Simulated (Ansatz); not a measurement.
Predict the output of the script below (the Python package of Ansatz (0.2.0)).

`run_adiabatic.py`
```python
"""How BrZn relaxes after losing an electron."""

import itertools

import ansatz
from ase import Atoms
from ase.data import atomic_numbers, covalent_radii
import numpy as np

BASIS = "def2-TZVP"
XC = "r2scan"
VDW = "d4"
NET_CHARGE = 1


def main() -> None:
    atoms = Atoms(["Zn", "Br"], positions=[
        [0.0, 0.0, 0.0],
        [0.0, 0.0, 2.305],
    ])
    geometry = ansatz.Crystal.molecule_from_ase(atoms)

    model = geometry.calculation().basis(gaussian=BASIS).functional(XC, dispersion=VDW).spin("collinear", total=1)
    symbols = [site.symbol for site in geometry.cartesian_sites]
    start = np.array([site.position_ang for site in geometry.cartesian_sites], dtype=float)
    summary = model.relax(force_tolerance=0.01, max_steps=100).run(threads=1, backend="cpu").report
    end = np.array(summary["positions_ang"])

    minimum = ansatz.Crystal.molecule()
    for symbol, place in zip(symbols, end):
        minimum = minimum.atom(symbol, place.tolist())
    ion = (
        minimum.calculation()
        .basis(gaussian=BASIS)
        .functional(XC, dispersion=VDW)
        .charge(NET_CHARGE)
    )
    vertical = ion.run(threads=1, backend="cpu").report
    settled = ion.relax(force_tolerance=0.01, max_steps=80).run(threads=1, backend="cpu").report
    print(f"vertical ionisation energy   {vertical['free_energy_ev'] - summary['free_energy_ev']:.3f} eV")
    print(f"adiabatic, no zero point     {settled['free_energy_ev'] - summary['free_energy_ev']:.3f} eV")
    print(f"relaxation energy of the ion {vertical['free_energy_ev'] - settled['free_energy_ev']:.3f} eV")
    ionised = np.array(settled["positions_ang"])
    # pairs closer than 1.2 times the sum of covalent radii, before or after
    radius = [covalent_radii[atomic_numbers[s]] for s in symbols]
    span = lambda where, i, j: np.linalg.norm(where[i] - where[j])
    bonded = [(i, j) for i, j in itertools.combinations(range(len(symbols)), 2) if min(span(end, i, j), span(ionised, i, j)) < 1.2 * (radius[i] + radius[j])]
    print("pair        before    after (A)")
    for i, j in bonded:
        print(f"{symbols[i]}{i}-{symbols[j]}{j}".ljust(10), f"{span(end, i, j):8.4f} {span(ionised, i, j):8.4f}")


if __name__ == "__main__":
    main()
```

Running `python run_adiabatic.py` prints:
```text
vertical ionisation energy   8.894 eV
adiabatic, no zero point     8.812 eV
relaxation energy of the ion 0.082 eV
pair        before    after (A)
Zn0-Br1      2.2943   2.1824
```

Reading the output:
- The energies are electronic: no zero-point or thermal terms, and the basis set is short of its limit. The product may relax into another structure. Each relaxation finds its nearest minimum, which needn't be the lowest.
- The run takes the species as open-shell (spin multiplicity 2), which needn't be its ground state.
- Only the spin states typed were run; another state of an ion can lie lower, by up to an eV or two.
- The spin state was assumed, and another may lie lower.
- Timing: 52 s on 1 thread of Arm Neoverse V2, with other jobs on the host, peak memory 0.29 GiB.
